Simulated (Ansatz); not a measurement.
# CH₇NSSi: one species, many methods

An exercise on one series of results from a longer session: the logs are not shown, and one member is left open.

Computed with Ansatz 0.2.0, Gaussian basis. Level: functionals in def2-TZVPP, the program's frozen cores in correlated methods.

The runs, in order: PBE-D4, r2SCAN-D4, PBE0-D4, B3LYP-D4, ωB97X-V, ωB97M-V, B2PLYP; CCSD(T)/def2-TZVPP; MP2/def2-QZVPP; extrapolation to the limit.

## The relaxed structure

All runs share one geometry, relaxed beforehand with PBE0-D4 in a triple-zeta def2 set.

SMILES `C[SiH](N)S`, 11 atoms, charge 0, spin multiplicity 1.

Atoms are counted from 1 here; the program's logs count them from 0.

Bond lengths: C1–Si2 1.860 Å, C1–H5 1.092 Å, C1–H6 1.094 Å, C1–H7 1.092 Å, Si2–N3 1.709 Å, Si2–S4 2.146 Å, Si2–H8 1.493 Å, N3–H9 1.006 Å, N3–H10 1.006 Å, S4–H11 1.343 Å. Angles: Si2–C1–H5 110.3°, Si2–C1–H6 111.0°, Si2–C1–H7 110.7°, H5–C1–H6 107.8°, H5–C1–H7 108.2°, H6–C1–H7 108.7°, C1–Si2–N3 107.8°, C1–Si2–S4 113.8°, C1–Si2–H8 109.0°, N3–Si2–S4 105.2°, N3–Si2–H8 116.0°, S4–Si2–H8 105.2°, Si2–N3–H9 121.3°, Si2–N3–H10 121.8°, H9–N3–H10 112.3°, Si2–S4–H11 94.1°.

Set-up of the first run:

in.yaml reads:

```yaml
crystal:
  periodic: [false, false, false]
  atoms:
    - {symbol: C, position_ang: [-1.005940, 1.070935, -0.218056]}
    - {symbol: Si, position_ang: [0.033462, -0.430415, 0.137733]}
    - {symbol: N, position_ang: [1.529187, 0.106551, 0.767544]}
    - {symbol: S, position_ang: [0.536219, -1.569241, -1.610186]}
    - {symbol: H, position_ang: [-1.962584, 0.774726, -0.654010]}
    - {symbol: H, position_ang: [-1.214150, 1.629723, 0.699338]}
    - {symbol: H, position_ang: [-0.499735, 1.733544, -0.923450]}
    - {symbol: H, position_ang: [-0.743467, -1.365209, 1.004080]}
    - {symbol: H, position_ang: [1.596993, 0.958793, 1.297705]}
    - {symbol: H, position_ang: [2.276171, -0.533857, 0.977397]}
    - {symbol: H, position_ang: [-0.480957, -2.432550, -1.457494]}
basis:
  gaussian: {orbitals: def2-TZVPP}
hamiltonian: {xc: pbe, dispersion: d4}
output: {forces: true, orbitals: {seedname: orbitals}}
```

Run with:

```console
> ansatz run in.yaml --threads 4 --pin off --events-out ev --progress --plain --max-ram 10444MiB
```

Among the steps run: PBE-D4 (GGA); r2SCAN-D4 (meta-GGA); PBE0-D4 (hybrid); B3LYP-D4 (hybrid); ωB97X-V (range-separated); ωB97M-V (range-separated); B2PLYP (double hybrid); CCSD(T) in def2-TZVPP; MP2 in def2-QZVPP.

One of the session's tables, all rows but one given; the rest of the session is left out.

```
            method  atomisation energy (kJ/mol)
            PBE-D4                       3839.7
         r2SCAN-D4                       3802.8
           PBE0-D4                       3795.3
          B3LYP-D4                       3808.1
           ωB97X-V                       3828.0
           ωB97M-V                       3827.8
            B2PLYP                       3757.4
     HF/def2-TZVPP                       2764.9
    MP2/def2-TZVPP                       3722.4
   CCSD/def2-TZVPP                            ?
CCSD(T)/def2-TZVPP                       3699.5
           MP2/CBS                       3834.1
       CCSD(T)/CBS                       3811.2
```

Estimate the missing values for CCSD/def2-TZVPP.

The run gave: atomisation energy (kJ/mol): 3651.4. In the column «atomisation energy (kJ/mol)» it lies between HF/def2-TZVPP (2764.9) and CCSD(T)/def2-TZVPP (3699.5).

To keep in mind: Free atoms (1 C, 1 Si, 1 N, 1 S, 7 H) were run apart at each level; the atomisation energy is their sum less the molecule, without zero-point or spin-orbit terms.
